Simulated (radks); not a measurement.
**Ionisation of Li: one atom, several choices of exchange strength α**

One table from this session's results is given with a row withheld; the runs are named, their logs left out.

Method: non-relativistic Kohn-Sham, spin-polarised, spherical densities, point nucleus; open shells are filled with parallel spins first. Code: radks (a radial shooting solver on a logarithmic mesh, Libxc functionals) version 1.

## The atom as given

```
element       : lithium (Z = 3)
charge        : 0
electrons     : 3
configuration : [He] 2s1
ion           : Li⁺, [He]
choices       : α = 0.667; α = 0.763; α = 0.765; α = 0.777; α = 0.913; α = 0.989
```

The outer shells:

Li
```
[He] core
2s [↑ ]
```

Li⁺
```
1s [↑↓]
```

The first run:

The run's settings:

```text
Z 3
configuration [He] 2s1
relativity non-relativistic
functional xalpha 0.667
spin polarised
nucleus point
```

Steps of the session up to this table: α = 0.667: Li.

One table of the session follows, with a row left open; its other results are not shown here.

It belongs to the step «α = 0.667: Li». Radial density 4πr²ρ:

| r (bohr) | 4πr²ρ (e/bohr) |
| --- | --- |
| 0.0214 | 0.06814 |
| 0.0309 | ? |
| 0.0446 | 0.2584 |
| 0.0640 | 0.4733 |
| 0.0925 | 0.8349 |
| 0.134 | 1.369 |
| 0.193 | 2.027 |
| 0.279 | 2.599 |
| 0.403 | 2.737 |
| 0.582 | 2.200 |
| 0.841 | 1.225 |
| 1.22 | 0.4415 |
| 1.76 | 0.1922 |
| 2.54 | 0.2447 |
| 3.67 | 0.2512 |
| 5.30 | 0.1283 |
| 7.65 | 0.02620 |
| 11.1 | 0.001627 |

Q: Estimate the row for r (bohr) = 0.0309 from the others.

Worked estimate for «4πr²ρ (e/bohr)». A straight line through the neighbours (0.0214, 0.06814) and (0.0446, 0.2584) gives 0.06814 + (0.2584 − 0.06814) × (0.0309 − 0.0214) / (0.0446 − 0.0214) = 0.1460; a parabola fitted to 3 rows on both sides gives 0.1373.

The run gave: 4πr²ρ (e/bohr): 0.1344. In «4πr²ρ (e/bohr)» the line misses by +0.0116 and the parabola by +0.0029.
